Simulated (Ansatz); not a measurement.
# TiCo: the cost of one run

Program: Ansatz 0.2.0. Level of theory: DFT, PBE, all-electron LAPW, scalar-relativistic. These are calculated values, not measurements.

### 1 The starting structure

It takes space group Pm-3m (No. 221, cubic). Conventional cell: a = 2.986 Å, b = 2.986 Å, c = 2.986 Å, α = 90.00°, β = 90.00°, γ = 90.00°. Ti (site symmetry m-3m) is surrounded by 8 Co at 2.59 Å. Around Co (site symmetry m-3m) lie 8 Ti at 2.59 Å.

Coordinates:

```cif
data_structure
_symmetry_space_group_name_H-M 'P 1'
_symmetry_Int_Tables_number 1
_cell_length_a 2.9861
_cell_length_b 2.9861
_cell_length_c 2.9861
_cell_angle_alpha 90.000
_cell_angle_beta 90.000
_cell_angle_gamma 90.000
_cell_volume 26.63
loop_
_atom_site_label
_atom_site_type_symbol
_atom_site_fract_x
_atom_site_fract_y
_atom_site_fract_z
_atom_site_occupancy
Ti1 Ti 0.00000 0.00000 0.00000 1
Co1 Co 0.50000 0.50000 0.50000 1
```

Atoms are numbered in the order of the input: Ti1, Co2.

### 2 Free moments, LAPW

Input file input.yaml:

```yaml
crystal:
  lattice:
    - [2.98611099, 0.0, 0.0]
    - [0.0, 2.98611099, 0.0]
    - [0.0, 0.0, 2.98611099]
  atoms:
    - { symbol: Ti, position: [0.0, 0.0, 0.0] }
    - { symbol: Co, position: [0.5, 0.5, 0.5], spin: 1.0 }
magnetization:
  spin_polarized: true
kpoints:
  mp_grid: { grid: [13, 13, 13] }
scf:
  occupations: { method: fermi_dirac, width: 0.03 }
  lower_state_search: "off"
hamiltonian:
  xc: pbe
  pseudopotentials: { kind: all_electron, lapw: { basis_error: 0.001 } }
output:
  forces: true
  stress: true
  eigenvalues: false
  populations: true
  dos: { projected: true, de: 0.1, e_range: [-8, 5] }
```

Command:

```sh
> ansatz run input.yaml --threads 1 --pin off --max-ram 3072MiB --backend cpu --events-out ev --progress --plain --runs-dir out
```

Q: Estimate wall time and peak memory on 1 thread of Arm Neoverse V1, shared host.

About 59 s, with a peak of 0.52 GiB.
